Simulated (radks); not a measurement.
**Hf⁶⁹⁺ in 1s1.5 2s1 2p0.5: an all-electron calculation**

One table from this session's results is given with a row withheld; the runs are named, their logs left out.

The numbers are computed with radks (a radial shooting solver on a logarithmic mesh, Libxc functionals) version 1 (Dirac Kohn-Sham, BLYP, spin-unpolarised, spherical densities, point nucleus; open shells are shared between the two j in proportion to 2j + 1), except any that are marked as measured or tabulated.

**Starting point**

| Quantity | Value |
| --- | --- |
| element | hafnium (Z = 72) |
| charge | +69 |
| electrons | 3 |
| configuration | 1s1.5 2s1 2p0.5 |

The first run:

Settings of this run:

```text
Z 72
configuration 1s1.5 2s1 2p0.5 3s0 3p0
relativity Dirac
functional b88,lyp
spin unpolarised
j_filling average
nucleus point
c 137.035999084
```

Among the steps run: Self-consistent calculation.

One of the session's tables, all rows but one given; the rest of the session is left out.

It belongs to the step «Shells». The radial density on a logarithmic grid:

| r (bohr) | 4πr²ρ (e/bohr) |
| --- | --- |
| 0.000863 | 3.893 |
| 0.00119 | 6.399 |
| 0.00164 | 10.33 |
| 0.00225 | 16.28 |
| 0.00310 | 24.79 |
| 0.00427 | 36.03 |
| 0.00589 | 49.07 |
| 0.00811 | 61.11 |
| 0.0112 | 67.29 |
| 0.0154 | 62.67 |
| 0.0212 | 47.19 |
| 0.0292 | 29.50 |
| 0.0402 | 21.06 |
| 0.0553 | ? |
| 0.0761 | 18.80 |
| 0.105 | 9.035 |
| 0.144 | 1.884 |
| 0.199 | 0.1290 |

**Question.** Estimate the row for r (bohr) = 0.0553.

Worked estimate for «4πr²ρ (e/bohr)». A straight line through the neighbours (0.0402, 21.06) and (0.0761, 18.80) gives 21.06 + (18.80 − 21.06) × (0.0553 − 0.0402) / (0.0761 − 0.0402) = 20.11; a parabola fitted to 4 rows on both sides gives 21.57.

The run gave: 4πr²ρ (e/bohr): 21.64. In «4πr²ρ (e/bohr)» the line misses by -1.53 and the parabola by -0.07.
